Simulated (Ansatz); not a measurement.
**FGeHS (SMILES [F][Ge][SH]): a rigid scan of the bond length S3–H4**

One table from this session's results is given with a row withheld; the runs are named, their logs left out.

Computed with Ansatz 0.2.0, Gaussian basis. Level: single points in def2-TZVPP.

Levels: PBE-D4, r2SCAN-D4, PBE0-D4, B3LYP-D4, wB97M-V, Hartree-Fock, MP2, CCSD, CCSD(T). The scan takes 1.157, 1.196, 1.254, 1.322, 1.397, 1.478, 1.564, 1.654, 1.748 Å.

Correlated methods freeze the cores. Filled d shells of the heavier atoms are correlated. B3LYP uses VWN-RPA correlation.

36 further runs of the same task are left out: 36 set aside as unsound or not needed.

## The starting structure

SMILES `[F][Ge][SH]`, 4 atoms, charge 0, spin multiplicity 1.

Atoms are counted from 1 here; the program's logs count them from 0.

Bond lengths: F1–Ge2 1.693 Å, Ge2–S3 2.220 Å, S3–H4 1.501 Å. Angles: F1–Ge2–S3 109.0°, Ge2–S3–H4 92.6°.

Coordinates:

```
F    -1.9974    0.4780    0.7464
Ge   -0.3884   -0.0247    0.8991
S     0.5598   -0.0311   -1.1083
H     1.8816   -0.4825   -0.5574
```

The first run:

Contents of pre/in.yaml:

```yaml
crystal:
  periodic: [false, false, false]
  atoms:
    - {symbol: F, position_ang: [-1.997400, 0.478000, 0.746400]}
    - {symbol: Ge, position_ang: [-0.388400, -0.024700, 0.899100]}
    - {symbol: S, position_ang: [0.559800, -0.031100, -1.108300]}
    - {symbol: H, position_ang: [1.881600, -0.482500, -0.557400]}
basis:
  gaussian: {orbitals: def2-SVP}
hamiltonian: {xc: pbe, dispersion: d4}
relax: {f_tol: 0.03, max_steps: 250}
```

The command line of these runs was not kept.

Among the steps run: A first relaxation in a small basis; Relaxation at PBE0-D4; Reference energies at the minimum; S3–H4 = 1.157 Å; S3–H4 = 1.196 Å; S3–H4 = 1.254 Å; S3–H4 = 1.322 Å; S3–H4 = 1.397 Å; S3–H4 = 1.478 Å; S3–H4 = 1.564 Å; S3–H4 = 1.654 Å; S3–H4 = 1.748 Å.

One table of the session follows, with a row left open; its other results are not shown here.

Energies less that of the minimum at the same level (kJ/mol):

```
bond length (Å)  PBE-D4  PBE0-D4  B3LYP-D4  wB97M-V  Hartree-Fock
          1.157    66.6     62.4      61.4     60.3          56.6
          1.196       ?        ?         ?        ?             ?
          1.254    14.3     12.1      12.0     11.3           9.0
          1.322     1.2      0.6       0.7      0.5          -0.2
1.345 (minimum)     0.0      0.0       0.0      0.0           0.0
          1.397     1.8      3.2       3.1      3.6           5.3
          1.478    14.4     18.2      17.5     18.9          23.6
          1.564    36.5     43.0      41.3     44.0          52.4
          1.654    65.3     74.8      71.7     76.1          88.5
          1.748    98.2    111.1     106.2    113.0         129.8
```

Estimate the missing values for bond length (Å) = 1.196.

Worked estimate for «PBE-D4». A straight line through the neighbours (1.157, 66.6) and (1.254, 14.3) gives 66.6 + (14.3 − 66.6) × (1.196 − 1.157) / (1.254 − 1.157) = 45.6; a parabola fitted to 3 rows on both sides gives 40.8.

**Answer.** PBE-D4: 39.8; PBE0-D4: 36.3; B3LYP-D4: 35.8; wB97M-V: 34.8; Hartree-Fock: 31.5. In «PBE-D4» the line misses by +5.8 and the parabola by +1.0.

To keep in mind: A polynomial through the near points puts the CCSD(T) minimum 0.004 Å below the PBE0-D4 value.
